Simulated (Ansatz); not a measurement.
# La (sc type): a single-point run

Aim: a sound single-point run of La (sc type).

Method: DFT, LDA, all-electron LAPW, scalar-relativistic, in Ansatz 0.2.0.

5 further runs of the same task are left out: 5 that didn't finish. Runs told in other sessions of the task aren't counted.

## (1) The structure to begin with

Symmetry: Pm-3m, No. 221, cubic system. The conventional cell has a = 2.521 Å, b = 2.521 Å, c = 2.521 Å, α = 90.00°, β = 90.00°, γ = 90.00°. Around La (site symmetry m-3m) lie 6 La at 2.52 Å.

The input asks for a charge of -6 e on the cell.

Structure file:

```cif
data_structure
_symmetry_space_group_name_H-M 'P 1'
_symmetry_Int_Tables_number 1
_cell_length_a 2.5207
_cell_length_b 2.5207
_cell_length_c 2.5207
_cell_angle_alpha 90.000
_cell_angle_beta 90.000
_cell_angle_gamma 90.000
_cell_volume 16.02
loop_
_atom_site_label
_atom_site_type_symbol
_atom_site_fract_x
_atom_site_fract_y
_atom_site_fract_z
_atom_site_occupancy
La1 La 0.00000 0.00000 0.00000 1
```

## (2) Input and run

Input file input.yaml:

```yaml
crystal:
  lattice:
    - [2.5207457519, 0.0, 0.0]
    - [0.0, 2.5207457519, 0.0]
    - [0.0, 0.0, 2.5207457519]
  atoms:
    - { symbol: La, position: [0.0, 0.0, 0.0] }
kpoints:
  mp_grid: { grid: [13, 13, 13] }
scf:
  occupations: { method: fermi_dirac, width: 0.05 }
  max_iter: 100
hamiltonian:
  xc: lda
  pseudopotentials: { kind: all_electron, lapw: { basis_error: 0.001 } }
output:
  forces: true
  stress: true
  eigenvalues: true
  populations: true
total_charge: -6
```

The run is started by

```bash
$ ansatz run input.yaml --threads 1 --pin off --max-ram 2048MiB --backend cpu --events-out ev --progress --plain --runs-dir out
```

Q: Will this input give a usable result? If not, why, and what should change?

The program finished normally. It gives a pressure of -790 GPa, which is large.

Look at the input: total_charge is -6. With this charge the calculation describes a differently charged system.

To check: delete total_charge (the default then holds).
